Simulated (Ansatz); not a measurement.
# CaZn2Sb2: the cost of one run

Computed with Ansatz 0.2.0 (DFT LDA, scalar-relativistic, plane waves, PAW, unless a step's input says otherwise).

1 further run of the same task is left out (set aside as unsound or not needed).

**1. The starting structure**

The structure is trigonal, space group P-3m1 (No. 164). Conventional cell: a = 4.358 Å, b = 4.358 Å, c = 7.230 Å, α = 90.00°, β = 90.00°, γ = 120.00°. Ca (site symmetry -3m) is surrounded by 6 Sb at 3.12 Å. Around Zn (site symmetry 3m) lie 4 Sb at 2.64 to 2.73 Å. Sb (site symmetry 3m) is surrounded by 4 Zn at 2.64 to 2.73 Å.

Coordinates:

```cif
data_structure
_symmetry_space_group_name_H-M 'P-3m1'
_symmetry_Int_Tables_number 164
_cell_length_a 4.3580
_cell_length_b 4.3580
_cell_length_c 7.2303
_cell_angle_alpha 90.000
_cell_angle_beta 90.000
_cell_angle_gamma 120.000
_cell_volume 118.92
loop_
_atom_site_label
_atom_site_type_symbol
_atom_site_symmetry_multiplicity
_atom_site_Wyckoff_symbol
_atom_site_fract_x
_atom_site_fract_y
_atom_site_fract_z
_atom_site_occupancy
Ca1 Ca 1 a 0.00000 0.00000 0.00000 1
Zn1 Zn 2 d 0.33333 0.66667 0.63314 1
Sb1 Sb 2 d 0.33333 0.66667 0.25578 1
```

This cell was relaxed beforehand with the same method: volume 23.78 Å³/atom, gap on the mesh none (metal).

**2. A stricter relaxation, with the smearing for a metal**

Response functions are second derivatives at a minimum, so forces and stress are first brought close to zero on the mesh and occupations that the response runs use.

File input.yaml:

```yaml
crystal:
  lattice:
    - [4.3579527123, 0.0, 0.0]
    - [-2.1789763562, 3.7740977574, 0.0]
    - [0.0, 0.0, 7.2303069034]
  atoms:
    - { symbol: Ca, position: [0.0, 0.0, 0.0] }
    - { symbol: Zn, position: [0.3333333333, 0.6666666667, 0.633139287] }
    - { symbol: Zn, position: [0.6666666667, 0.3333333333, 0.366860713] }
    - { symbol: Sb, position: [0.3333333333, 0.6666666667, 0.2557811533] }
    - { symbol: Sb, position: [0.6666666667, 0.3333333333, 0.7442188467] }
basis:
  ecutwfc: 420
kpoints:
  mp_grid: { grid: [12, 12, 6] }
hamiltonian:
  xc: lda
scf:
  occupations: { method: fermi_dirac, width: 0.15 }
output:
  forces: true
  stress: true
  eigenvalues: true
  write_density: true
  write_potential: true
  elf: true
  volumetric_format: npy
relax:
  adjacent_minimum: "off"
  f_tol: 0.001
  max_steps: 60
  cell: { stress_tol: 0.01 }
```

The run is started by

```
> ansatz run input.yaml --threads 2 --pin off --max-ram 6144MiB --backend cpu --events-out ev --progress --plain --runs-dir out
```

**Question.** How long does this run take on 2 threads of Intel Xeon Platinum 8488C (Sapphire Rapids), shared host, and how much memory does it need?

About 48 s, with a peak of 0.71 GiB.
